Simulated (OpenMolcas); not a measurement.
# Mo³⁺ among point charges: CASSCF levels and susceptibility

How does a field of 5 point charges split the states of Mo³⁺, and what χT follows?

The numbers are computed with OpenMolcas 26.06 (state-averaged CASSCF, spin-orbit coupling by RASSI with atomic mean-field integrals), except any that are marked as measured or tabulated.

1 further run of the same task is left out (it didn't finish).

**1. The system**

- Species: Mo³⁺ (molybdenum, Z = 42, 39 electrons)
- Basis: ANO-RCC-VDZP [6s5p3d1f], 43 functions
- Scalar Hamiltonian: DKH2, point nucleus
- Inactive shells: 1s 2s 2p 3s 3p 3d 4s 4p
- Active space: 3 electrons in 5 orbitals (4d)
- Some configurations of this space: 4d³
- Orbitals: optimised for each spin and parity, averaged over all roots

Outer shells as boxes (Hund's rule):

4d3
```
4d [↑ ][↑ ][↑ ][  ][  ]
```

The ion sits among 5 point charges of -2 e arranged as a square pyramid (C4v), 1.98 Å from the ion, with the axial distance 1.921 Å. The active orbitals were held to one l.

The work runs as a chain of OpenMolcas steps in one folder; each step below is one input file. Labels, J, g values, rates, χT and fits are worked out afterwards by a script from the matrices that RASSI stores.

**2. Basis and integrals**

a.inp reads:

```
&GATEWAY
Coord
1

Mo 0.0 0.0 0.0
Basis=ANO-RCC-VDZP
Group=NoSym
NoMove
AngMom=0.0 0.0 0.0
AMFI
XField
5 Angstrom 0
1.980000 0.000000 0.000000 -2.000000
0.000000 1.980000 0.000000 -2.000000
-1.980000 0.000000 0.000000 -2.000000
0.000000 -1.980000 0.000000 -2.000000
0.000000 0.000000 1.920600 -2.000000
&SEWARD
```

Run with:

```console
OMP_NUM_THREADS=1 MOLCAS_MEM=1689 MOLCAS_PROJECT=a pymolcas a.inp > a.log
```

Log:

```text
Basis set label: MO.ANO-RCC...6S5P3D1F.

      Electronic valence basis set:
      ------------------
      Associated Effective Charge  42.000000 au
      Associated Actual Charge     42.000000 au
      Nuclear Model: Point charge

      Shell  nPrim  nBasis  Cartesian Spherical Contaminant
         s      21       6        X
         p      18       5        X
         d      13       3                 X
         f       6       1                 X
                  Relativistic Douglas-Kroll-Hess integrals:
                    - DKH order of Hamiltonian: 2
                    - DKH order of Properties : 0
                  Atomic mean-field integrals
```

**3. CASSCF: quartets, 10 roots**

a.inp reads:

```
&RASSCF
FileOrb=start.orb
Symmetry=1
Spin=4
nActEl=3 0 0
Inactive=18
Ras2=5
CIRoot=10 10 1
SDav=10
CIMx=300
Iter=120 100
PrWF=0.3
OrbListing=Nothing
MaxOrb=0
SupSym
1
15 10 11 12 13 14 19 20 21 22 23 32 33 34 35 36
>>> COPY $Project.JobIph JOB001
```

Run with:

```console
OMP_NUM_THREADS=1 MOLCAS_MEM=1689 MOLCAS_PROJECT=a pymolcas a.inp > a.log
```

start.orb holds the contracted functions of the basis, ordered by shell, or the orbitals of the step before.

Log, cut to the lines that bear on the results:

```text
[...]
      Number of active orbitals                  5
[...]
      Spin quantum number                      1.5
[...]
      Active orbitals                            5
[...]
      Number of CSFs                            10
      Number of root(s) required                10
[...]
      Convergence after  8 iterations
[...]
      Natural orbitals and occupation numbers for root  1
      sym 1:  -0.000000   1.000000  -0.000000   1.000000   1.000000
      Natural orbitals and occupation numbers for root  2
      sym 1:   0.032855   0.967145   1.000000   0.967145   0.032855
      Natural orbitals and occupation numbers for root  3
      sym 1:   0.016300   0.983700   0.983700   1.000000   0.016300
::    RASSCF root number  1 Total energy:  -4052.10690167
::    RASSCF root number  2 Total energy:  -4052.06223784
::    RASSCF root number  3 Total energy:  -4052.05837341
[...]
::    RASSCF root number  7 Total energy:  -4051.99838547
::    RASSCF root number  8 Total energy:  -4051.95433523
::    RASSCF root number  9 Total energy:  -4051.95433523
::    RASSCF root number 10 Total energy:  -4051.94384652
```

**4. CASSCF: doublets, 40 roots**

a.inp reads:

```
&RASSCF
FileOrb=start.orb
Symmetry=1
Spin=2
nActEl=3 0 0
Inactive=18
Ras2=5
CIRoot=40 40 1
SDav=40
CIMx=300
Iter=120 100
PrWF=0.3
OrbListing=Nothing
MaxOrb=0
SupSym
1
15 10 11 12 13 14 19 20 21 22 23 32 33 34 35 36
>>> COPY $Project.JobIph JOB002
```

Run with:

```console
OMP_NUM_THREADS=1 MOLCAS_MEM=1689 MOLCAS_PROJECT=a pymolcas a.inp > a.log
```

Log, cut to the lines that bear on the results:

```text
[...]
      Number of active orbitals                  5
[...]
      Spin quantum number                      0.5
[...]
      Active orbitals                            5
[...]
      Number of CSFs                            40
      Number of root(s) required                40
[...]
      Convergence after  7 iterations
[...]
      Natural orbitals and occupation numbers for root  1
      sym 1:   0.981650   1.873378   0.004347   0.108901   0.031723
      Natural orbitals and occupation numbers for root  2
      sym 1:   1.873378   0.981650   0.031723   0.108901   0.004347
      Natural orbitals and occupation numbers for root  3
      sym 1:   0.997821   0.902738   0.003866   0.997821   0.097754
::    RASSCF root number  1 Total energy:  -4052.06006748
::    RASSCF root number  2 Total energy:  -4052.06006748
::    RASSCF root number  3 Total energy:  -4052.04481793
[...]
::    RASSCF root number 27 Total energy:  -4051.89836881
::    RASSCF root number 28 Total energy:  -4051.89836881
::    RASSCF root number 29 Total energy:  -4051.89455236
::    RASSCF root number 30 Total energy:  -4051.89455236
```

**5. State interaction with spin-orbit coupling**

a.inp reads:

```
&RASSI
NrOfJobIphs=2 10 40
1 2 3 4 5 6 7 8 9 10
1 2 3 4 5 6 7 8 9 10 11 12 13 14 15 16 17 18 19 20 21 22 23 24 25 26 27
28 29 30 31 32 33 34 35 36 37 38 39 40
IphNames
JOB001
JOB002
EJob
SpinOrbit
DIPRint=1.0
SOCoupling=1000.0
Subsets=2
Property=9
'ANGMOM' 1 'ANGMOM' 2 'ANGMOM' 3 'MLTPL  1' 1 'MLTPL  1' 2 'MLTPL  1' 3
'AMFI' 1 'AMFI' 2 'AMFI' 3
SOProperty=3
'ANGMOM' 1 'ANGMOM' 2 'ANGMOM' 3
```

Run with:

```console
OMP_NUM_THREADS=1 MOLCAS_MEM=1689 MOLCAS_PROJECT=a pymolcas a.inp > a.log
```

Log:

```text
SPIN-FREE ENERGIES:
  (Shifted by EMIN (a.u.) =      -4052.1069016730)

 SF State       Relative EMIN(au)   Rel lowest level(eV)    D:o, cm**(-1)      L_eff

     1             0.0000000000        0.0000000000              0.0000         3.0
     2             0.0446638352        1.2153648706           9802.5788         1.9
    11             0.0468341976        1.2744234404          10278.9183         3.8
    12             0.0468341976        1.2744234404          10278.9183         3.8
     3             0.0485282679        1.3205214429          10650.7237         2.9
     4             0.0485282679        1.3205214429          10650.7237         2.9
    13             0.0620837402        1.6893846338          13625.8060         3.9
     5             0.0658463726        1.7917710773          14451.6083         3.0
    14             0.0665334318        1.8104669115          14602.4004         4.0
    15             0.0674424210        1.8352017663          14801.9005         4.1
    16             0.0824184537        2.2427203774          18088.7597         3.9
    17             0.0975920044        2.6556137275          21418.9692         4.4
    18             0.1015672573        2.7637858675          22291.4363         3.4
    19             0.1084358357        2.9506894087          23798.9151         4.3
    20             0.1084358357        2.9506894087          23798.9151         4.3
     6             0.1085162061        2.9528763969          23816.5543         3.0
     7             0.1085162061        2.9528763969          23816.5543         3.0
    21             0.1087407443        2.9589863938          23865.8348         3.9
    22             0.1104616346        3.0058142049          24243.5265         3.9
    23             0.1104616346        3.0058142049          24243.5265         3.9
    24             0.1181198058        3.2142036602          25924.3008         3.7
    25             0.1303529484        3.5470844277          28609.1653         3.0
    26             0.1303529484        3.5470844277          28609.1653         3.0
    27             0.1401197459        3.8128525271          30752.7296         2.9
    28             0.1491677975        4.0590625534          32738.5474         3.5
    29             0.1515044676        4.1226465864          33251.3872         3.5
     8             0.1525664403        4.1515443350          33484.4632         1.2
     9             0.1525664403        4.1515443350          33484.4632         1.2
    10             0.1630551537        4.4369567665          35786.4697         2.4
    30             0.1685647032        4.5868792459          36995.6761         4.2
    31             0.1685647032        4.5868792459          36995.6761         4.2
    32             0.1786641036        4.8616979313          39212.2383         3.2
    33             0.1789541717        4.8695910851          39275.9009         4.4
    34             0.1789541717        4.8695910851          39275.9009         4.4
    35             0.1828134296        4.9746068451          40122.9101         3.6
    36             0.1963628158        5.3433044242          43096.6566         3.1
    37             0.2085328615        5.6744682386          45767.6729         3.4
    38             0.2085328615        5.6744682386          45767.6729         3.4
    39             0.2123493091        5.7783190693          46605.2863         3.1
    40             0.2123493091        5.7783190693          46605.2863         3.1
Eigenvalues of complex Hamiltonian:
   -----------------------------------
  (Shifted by EMIN (a.u.) =      -4052.1069016730)

 SO State       Relative EMIN(au)   Rel lowest level(eV)    D:o, cm**(-1)     J-value

     1            -0.0007140010        0.0000000000              0.0000         2.7
     2            -0.0007140010        0.0000000000              0.0000         2.7
     3            -0.0006933944        0.0005607321              4.5226         2.5
     4            -0.0006933944        0.0005607321              4.5226         2.5
     5             0.0403348798        1.1169969507           9009.1880         2.8
     6             0.0403348798        1.1169969507           9009.1880         2.8
     7             0.0425817074        1.1781362429           9502.3096         2.3
     8             0.0425817074        1.1781362429           9502.3096         2.3
     9             0.0455522322        1.2589683414          10154.2645         2.2
    10             0.0455522322        1.2589683414          10154.2645         2.2
    11             0.0469169558        1.2961043606          10453.7867         2.8
    12             0.0469169558        1.2961043606          10453.7867         2.8
    13             0.0480295619        1.3263799148          10697.9755         3.2
    14             0.0480295619        1.3263799148          10697.9755         3.2
    15             0.0493606527        1.3626007412          10990.1161         3.1
    16             0.0493606527        1.3626007412          10990.1161         3.1
    17             0.0494173210        1.3641427658          11002.5534         2.8
    18             0.0494173210        1.3641427658          11002.5534         2.8
    19             0.0496520064        1.3705288787          11054.0609         2.9
    20             0.0496520064        1.3705288787          11054.0609         2.9
    21             0.0621869470        1.7116219891          13805.1624         3.1
    22             0.0621869470        1.7116219891          13805.1624         3.1
    23             0.0633137230        1.7422831275          14052.4611         3.0
    24             0.0633137230        1.7422831275          14052.4611         3.0
    25             0.0660276207        1.8161320467          14648.0928         2.5
    26             0.0660276207        1.8161320467          14648.0928         2.5
    27             0.0674074345        1.8536786933          14950.9269         3.2
    28             0.0674074345        1.8536786933          14950.9269         3.2
    29             0.0692640456        1.9041996537          15358.4060         3.2
    30             0.0692640456        1.9041996537          15358.4060         3.2
    31             0.0827671979        2.2716391465          18322.0053         3.5
    32             0.0827671979        2.2716391465          18322.0053         3.5
    33             0.0971675139        2.6634917086          21482.5094         4.1
    34             0.0971675139        2.6634917086          21482.5094         4.1
    35             0.1005909898        2.7566492330          22233.8755         2.9
    36             0.1005909898        2.7566492330          22233.8755         2.9
    37             0.1045420982        2.8641643690          23101.0436         3.2
    38             0.1045420982        2.8641643690          23101.0436         3.2
    39             0.1056222629        2.8935571474          23338.1123         3.0
    40             0.1056222629        2.8935571474          23338.1123         3.0
    41             0.1061169462        2.9070181664          23446.6827         2.8
Weights of the five most important spin-orbit-free states for each spin-orbit state.

 SO State  Total energy (au)           Spin-free states, spin, and weights
 -------------------------------------------------------------------------------------------------------
    1        -0.000714       1 1.5  0.9881    3 1.5  0.0040    4 1.5  0.0040   16 0.5  0.0009   24 0.5  0.0007
    2        -0.000714       1 1.5  0.9881    3 1.5  0.0040    4 1.5  0.0040   16 0.5  0.0009   24 0.5  0.0007
    3        -0.000693       1 1.5  0.9894    5 1.5  0.0036    4 1.5  0.0015    3 1.5  0.0015   11 0.5  0.0010
    4        -0.000693       1 1.5  0.9894    5 1.5  0.0036    4 1.5  0.0015    3 1.5  0.0015   11 0.5  0.0010
    5         0.040335       2 1.5  0.5201   12 0.5  0.2254   11 0.5  0.2254    3 1.5  0.0090    4 1.5  0.0090
    6         0.040335       2 1.5  0.5201   11 0.5  0.2254   12 0.5  0.2254    4 1.5  0.0090    3 1.5  0.0090
    7         0.042582       2 1.5  0.7467   12 0.5  0.0678   11 0.5  0.0678    3 1.5  0.0526    4 1.5  0.0526
    8         0.042582       2 1.5  0.7467   11 0.5  0.0678   12 0.5  0.0678    3 1.5  0.0526    4 1.5  0.0526
    9         0.045552       3 1.5  0.4768    4 1.5  0.4768    2 1.5  0.0138   14 0.5  0.0085   16 0.5  0.0059
   10         0.045552       4 1.5  0.4768    3 1.5  0.4768    2 1.5  0.0138   14 0.5  0.0085   16 0.5  0.0059
   11         0.046917       4 1.5  0.3247    3 1.5  0.3247   11 0.5  0.1221   12 0.5  0.1221    2 1.5  0.0973
   12         0.046917       3 1.5  0.3247    4 1.5  0.3247   12 0.5  0.1221   11 0.5  0.1221    2 1.5  0.0973
```

Time for these steps: 10 s (1 thread, shared host).

States without spin-orbit coupling:

```
  state  degeneracy  E (cm-1)  free-ion L (%)
quartet           1         0         F (100)
quartet           1      9803          P (64)
doublet           2     10279          H (35)
quartet           2     10651          F (94)
doublet           1     13626          G (67)
quartet           1     14452         F (100)
doublet           1     14602          G (62)
doublet           1     14802          H (46)
doublet           1     18089          H (52)
doublet           1     21419          H (64)
doublet           1     22291          D (47)
doublet           2     23799          H (47)
quartet           2     23817         F (100)
doublet           1     23866          G (90)
doublet           2     24244          G (56)
doublet           1     25924          G (64)
doublet           2     28609          P (53)
doublet           1     30753          P (49)
doublet           1     32739          D (59)
doublet           1     33251          D (41)
quartet           2     33484          P (94)
quartet           1     35786          F (64)
doublet           2     36996          H (50)
doublet           1     39212          D (39)
```

With spin-orbit coupling:

```csv
E (cm-1),Degeneracy,2S+1,g
0.0,2,4,1.83 3.62 3.62
4.5,2,4,0.01 0.01 5.51
9009,2,4,0.07 0.07 4.93
9502,2,4,1.65 2.60 2.60
10154,2,4,0.72 0.72 2.66
10454,2,4,1.05 1.12 1.12
10698,2,2,0.62 0.62 1.21
10990,2,4,0.14 0.14 2.92
11003,2,4,2.81 2.81 5.70
11054,2,4,0.74 1.69 1.69
13805,2,4,2.06 2.47 2.47
14052,2,2,0.17 2.41 2.41
14648,2,4,0.04 0.04 6.27
14951,2,2,1.95 1.95 2.88
15358,2,2,2.08 2.51 2.51
18322,2,2,1.55 2.22 2.22
21483,2,2,1.12 1.12 2.16
22234,2,2,2.23 2.23 2.42
23101,2,2,1.36 1.73 1.73
23338,2,4,0.49 0.49 0.62
23447,2,2,0.52 0.52 3.07
23958,2,4,0.62 0.62 4.49
24274,2,2,1.14 1.14 2.56
24294,2,2,0.13 0.13 0.78
```

The table of states holds 24 of 37 computed; the rest, higher up, is left out. Principal g values are given for doublets only; a zero marks a field direction without first-order Zeeman splitting.

Powder χT (cm³ K/mol): 1.28 at 2 K, 1.47 at 5 K, 1.53 at 10 K, 1.55 at 20 K, 1.56 at 50 K, 1.57 at 100 K, 1.58 at 150 K, 1.58 at 200 K, 1.59 at 250 K, 1.60 at 300 K.

Orbitals of the lowest block (energies include the constant potential of the surroundings):

```
shell     space  energy (hartree)  mean occupation  ⟨r²⟩ (bohr²)
   1s  inactive         -737.2462            2.000       0.00163
   2s  inactive         -105.6808            2.000        0.0277
   2p  inactive          -94.1357            6.000        0.0219
   3s  inactive          -17.9902            2.000         0.208
   3p  inactive          -14.0922            6.000         0.213
   3d  inactive           -7.7320           10.000         0.206
   4s  inactive           -1.4488            2.000          1.39
   4p  inactive           -0.2674            6.000          1.69
   4d      RAS2                              3.000          3.32
```

**6. Summary of results**

| quantity | value |
| --- | --- |
| method | CASSCF |
| spin-free ground state | quartet, 1-fold in its orbital part |
| first state of the same spin within the active space | quartet at 9800 cm⁻¹ |
| lowest level | 2-fold, g = 1.83, 3.62, 3.62 |
| next level | 4.5 cm⁻¹ |
| χT at 300 K | 1.60 cm³ K/mol |
| effective moment at 300 K | 3.58 μB |

The spin-free ground state (quartet) comes to 100 % from free-ion F terms and keeps the highest spin of the shell. χT at 300 K is 1.60, against 1.88 cm³ K/mol for the spin alone, so spin-orbit coupling lowers it. The field of point charges can differ much from that of real complexes. This is an electrostatic model: the charges have no orbitals.
